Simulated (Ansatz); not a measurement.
# Cl (diamond type): how the settings move a single-point run

Aim: see which settings change the result for Cl (diamond type), by how much, and at what cost.

Computed with Ansatz 0.2.0 (reference: DFT, LDA, all-electron LAPW, scalar-relativistic, unless a step's input says otherwise).

## Step 1: The structure to begin with

It takes space group Fd-3m (No. 227, cubic). Conventional cell: a = 6.187 Å, b = 6.187 Å, c = 6.187 Å, α = 90.00°, β = 90.00°, γ = 90.00°. Cl (site symmetry -43m) is surrounded by 4 Cl at 2.68 Å.

Coordinates:

```cif
data_structure
_symmetry_space_group_name_H-M 'Fd-3m:1'
_symmetry_Int_Tables_number 227
_cell_length_a 6.1871
_cell_length_b 6.1871
_cell_length_c 6.1871
_cell_angle_alpha 90.000
_cell_angle_beta 90.000
_cell_angle_gamma 90.000
_cell_volume 236.84
loop_
_atom_site_label
_atom_site_type_symbol
_atom_site_symmetry_multiplicity
_atom_site_Wyckoff_symbol
_atom_site_fract_x
_atom_site_fract_y
_atom_site_fract_z
_atom_site_occupancy
Cl1 Cl 8 b 0.00000 0.50000 0.00000 1
```

## Step 2: The reference run

The input, input.yaml:

```yaml
crystal:
  lattice:
    - [0.0, 3.0935300979, 3.0935300979]
    - [3.0935300979, 0.0, 3.0935300979]
    - [3.0935300979, 3.0935300979, 0.0]
  atoms:
    - { symbol: Cl, position: [-0.125, -0.125, -0.125] }
    - { symbol: Cl, position: [0.125, 0.125, 0.125] }
kpoints:
  mp_grid: { grid: [11, 11, 11] }
  band_path:
    path:
      - [0.0, 0.0, 0.0]
      - [0.5, 0.0, 0.5]
      - [0.625, 0.25, 0.625]
      - [0.375, 0.375, 0.75]
      - [0.0, 0.0, 0.0]
      - [0.5, 0.5, 0.5]
      - [0.5, 0.25, 0.75]
      - [0.5, 0.0, 0.5]
    npoints: 14
scf:
  occupations: { method: fermi_dirac, width: 0.08 }
hamiltonian:
  xc: lda
  pseudopotentials: { kind: all_electron, lapw: { basis_error: 0.001 } }
output:
  forces: true
  stress: true
  eigenvalues: true
  populations: true
  dos: { projected: true, de: 0.2, e_range: [-14, 8] }
```

Command:

```bash
$ ansatz run input.yaml --threads 1 --pin off --max-ram 2048MiB --backend cpu --events-out ev --progress --plain --runs-dir out
```

## Step 3: Changed: occupations.method tetrahedron_uncorrected, spin_polarized true, width left out

Changes to input.yaml since step 2:

```diff
@@ -22,3 +22,3 @@
 scf:
-  occupations: { method: fermi_dirac, width: 0.08 }
+  occupations: { method: tetrahedron_uncorrected }
 hamiltonian:
@@ -31,2 +31,3 @@
   populations: true
-  dos: { projected: true, de: 0.2, e_range: [-14, 8] }
+magnetization:
+  spin_polarized: true
```

**Question.** What will these runs give? Wanted: for each run, ending; energy change; pressure; abs. moment; force.

The runs gave:

| run | ending | energy change | pressure (GPa) | abs. moment (μB) | force (eV/Å) | cycles | time |
| --- | --- | --- | --- | --- | --- | --- | --- |
| reference | converged | 0 | 0.0 | 0.00 | 0.00 | 6 | 11 s |
| 1: occupations.method tetrahedron_uncorrected, spin_polarized true, width left out | converged | +6.9 meV/atom (σ→0) | 0.3 | 0.85 | 0.00 | 12 | 29 s |

Times don't compare one to one where runs were asked for different outputs or read a saved state (see the inputs); cycles may leave out searches for a lower state.

Residual by cycle in the longest SCF loop of each run; runs are numbered as in the table. The quantity is the density residual dr2, in eV.

| cycle | reference | run 1 |
| --- | --- | --- |
| 1 | 0.00142 | 0.00122 |
| 2 | 1.0e-4 | 0.0013 |
| 3 | 7.1e-6 | 8.1e-4 |
| 4 | 1.3e-6 | 1.2e-4 |
| 5 | 6.9e-8 | 4.4e-5 |
| 6 | 8.7e-10 | 2.3e-5 |
| 7 | - | 1.1e-6 |
| 8 | - | 4.0e-8 |
| 9 | - | 9.1e-12 |
| 10 | - | 9.1e-12 |
| 11 | - | 5.7e-12 |
| 12 | - | 1.1e-12 |

Changing the smearing and spin polarisation moves the energy by +6.9 meV/atom (σ→0 values), and the absolute moment goes from 0.00 to 0.85 μB.
